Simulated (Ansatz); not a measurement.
# Cl2Ga2H4O2: the cost of one run

Computed with Ansatz 0.2.0, Gaussian basis. Level: the settings change from run to run.

## (1) The relaxed structure

The structure was relaxed beforehand with PBE0-D4 in a triple-zeta def2 set.

SMILES `[Cl][Ga@H-]1[OH+][Ga@H-]([Cl])[OH+]1`, 10 atoms, charge 0, spin multiplicity 1.

Atoms are counted from 1 here; the program's logs count them from 0.

Bond lengths: Cl1–Ga2 2.155 Å, Ga2–O3 1.942 Å, Ga2–O6 1.942 Å, Ga2–H7 1.547 Å, O3–Ga4 1.942 Å, O3–H8 0.961 Å, Ga4–Cl5 2.155 Å, Ga4–O6 1.942 Å, Ga4–H9 1.547 Å, O6–H10 0.961 Å. Angles: Cl1–Ga2–O3 108.6°, Cl1–Ga2–O6 104.0°, Cl1–Ga2–H7 123.5°, O3–Ga2–O6 81.8°, O3–Ga2–H7 113.8°, O6–Ga2–H7 117.2°, Ga2–O3–Ga4 98.2°, Ga2–O3–H8 117.7°, Ga4–O3–H8 115.6°, O3–Ga4–Cl5 104.0°, O3–Ga4–O6 81.8°, O3–Ga4–H9 117.2°, Cl5–Ga4–O6 108.6°, Cl5–Ga4–H9 123.5°, O6–Ga4–H9 113.8°, Ga2–O6–Ga4 98.2°, Ga2–O6–H10 115.6°, Ga4–O6–H10 117.7°.

## (2) r2SCAN0/cc-pVTZ-DK

Set apart from the defaults: D3(BJ) dispersion.

in.yaml reads:

```yaml
crystal:
  periodic: [false, false, false]
  atoms:
    - {symbol: Cl, position_ang: [1.488093, 0.100437, 2.630269]}
    - {symbol: Ga, position_ang: [1.231020, -0.540481, 0.588890]}
    - {symbol: O, position_ang: [-0.622640, -1.058293, 0.330625]}
    - {symbol: Ga, position_ang: [-1.231028, 0.540396, -0.588384]}
    - {symbol: Cl, position_ang: [-1.490948, -0.099214, -2.629765]}
    - {symbol: O, position_ang: [0.623068, 1.057446, -0.331685]}
    - {symbol: H, position_ang: [2.241771, -1.444787, -0.154945]}
    - {symbol: H, position_ang: [-0.796457, -1.888449, -0.121090]}
    - {symbol: H, position_ang: [-2.240368, 1.444836, 0.157288]}
    - {symbol: H, position_ang: [0.797509, 1.888109, 0.118806]}
basis:
  gaussian: {orbitals: cc-pVTZ-DK}
hamiltonian: {xc: {name: r2SCAN0}, dispersion: d3bj}
output: {forces: true}
```

Started as:

```bash
ansatz run in.yaml --threads 8 --pin off --events-out ev --progress --plain --max-ram 20889MiB
```

Q: Estimate wall time and peak memory on 8 threads of Intel Xeon at 2.50GHz, shared host.

About 26 s, with a peak of 1.4 GiB.
